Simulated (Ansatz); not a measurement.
# Ga4P3N: the band gap up the ladder of functionals

One table from this session's results is given with a row withheld; the runs are named, their logs left out.

Code: Ansatz 0.2.0. PAW datasets, plane waves. (Calculated; spin-unpolarised; the phase may be known or hypothetical.)

**Starting point**

The cell was relaxed beforehand with r2SCAN.

Space group Pmm2 (No. 25), orthorhombic; a = 3.694 Å, b = 7.431 Å, c = 5.164 Å in the conventional setting, 17.72 Å³ an atom. Around N lie 4 Ga at 1.99–2.11 Å; around Ga lie 2 N at 2.11 Å and 2 P at 2.34 Å; around P lie 4 Ga at 2.31–2.34 Å; around Ga lie 1 N at 1.99 Å and 3 P at 2.33–2.40 Å; around P lie 4 Ga at 2.32–2.40 Å.

Structure file:

```cif
data_structure
_symmetry_space_group_name_H-M 'Pmm2'
_symmetry_Int_Tables_number 25
_cell_length_a 3.6942
_cell_length_b 7.4310
_cell_length_c 5.1643
_cell_angle_alpha 90.000
_cell_angle_beta 90.000
_cell_angle_gamma 90.000
_cell_volume 141.77
loop_
_atom_site_label
_atom_site_type_symbol
_atom_site_symmetry_multiplicity
_atom_site_Wyckoff_symbol
_atom_site_fract_x
_atom_site_fract_y
_atom_site_fract_z
_atom_site_occupancy
N1 N 1 a 0.00000 0.00000 0.00529 1
Ga1 Ga 1 c 0.50000 0.00000 0.80618 1
P1 P 2 h 0.50000 0.76698 0.50126 1
Ga2 Ga 2 g 0.00000 0.78193 0.22816 1
P2 P 1 b 0.00000 0.50000 0.00027 1
Ga3 Ga 1 d 0.50000 0.50000 0.72943 1
```

Set-up of the first run:

Contents of input.yaml:

```yaml
crystal:
  lattice:
    - [3.6941549492, 0.0, 0.0]
    - [0.0, 7.4309713026, 0.0]
    - [0.0, 0.0, 5.1643422106]
  atoms:
    - { symbol: "N", position: [0.0, 0.0, 0.0052907708] }
    - { symbol: Ga, position: [0.5, 0.0, 0.8061830634] }
    - { symbol: P, position: [0.5, 0.7669783591, 0.5012571981] }
    - { symbol: Ga, position: [0.0, 0.7819314296, 0.2281592268] }
    - { symbol: P, position: [0.0, 0.5, 0.0002677209] }
    - { symbol: Ga, position: [0.5, 0.5, 0.7294255949] }
    - { symbol: P, position: [0.5, 0.2330216409, 0.5012571981] }
    - { symbol: Ga, position: [0.0, 0.2180685704, 0.2281592268] }
kpoints:
  mp_grid: { grid: [8, 4, 6] }
  band_path:
    path:
      - [[0.0, 0.0, 0.0], [0.5, -9.437572721799e-34, -5.06524393197e-18], [0.5, 0.5, -5.06524393197e-18], [-6.243516533745e-51, 0.5, -3.763231353638e-34], [0.0, 0.0, 0.0], [-7.805098395027e-35, -1.475624638929e-50, 0.5], [0.5, -9.437572721799e-34, 0.5], [0.5, 0.5, 0.5], [-7.805098395027e-35, 0.5, 0.5], [-7.805098395027e-35, -1.475624638929e-50, 0.5]]
      - [[0.5, -9.437572721799e-34, -5.06524393197e-18], [0.5, -9.437572721799e-34, 0.5]]
      - [[-6.243516533745e-51, 0.5, -3.763231353638e-34], [-7.805098395027e-35, 0.5, 0.5]]
      - [[0.5, 0.5, -5.06524393197e-18], [0.5, 0.5, 0.5]]
    npoints: 10
hamiltonian:
  xc: pbe
scf:
  occupations: { method: fermi_dirac, width: 0.02 }
  n_extra_bands: 6
output:
  forces: true
  stress: true
  eigenvalues: true
```

Started as:

```bash
$ ansatz run input.yaml --threads 2 --pin off --max-ram 29491MiB --backend cpu --events-out ev --progress --plain --runs-dir out
```

Among the steps run: PBE bands along the symmetry lines; Single point with r2SCAN; HSE06 at the same geometry; Single point with PBE+SOC.

One table of the session follows, with a row left open; its other results are not shown here.

```
  level  gap (eV)
    PBE      0.00
 r2SCAN         ?
  HSE06      0.71
PBE+SOC      0.00
```

**Question.** Estimate the row for r2SCAN.

As computed: gap (eV): 0.27. In the column «gap (eV)» it lies between PBE+SOC (0.00) and HSE06 (0.71).

Meshes: PBE 8×4×6, r2SCAN 8×4×6, HSE06 4×2×4, PBE+SOC 8×4×6

In words: PBE finds no gap, while r2SCAN, HSE06 open one of up to 0.71 eV: the level of theory decides whether this is called a metal.

Caveats from the session: Warnings in the runs' records: stress scf threshold loose, stress exchange threshold loose.
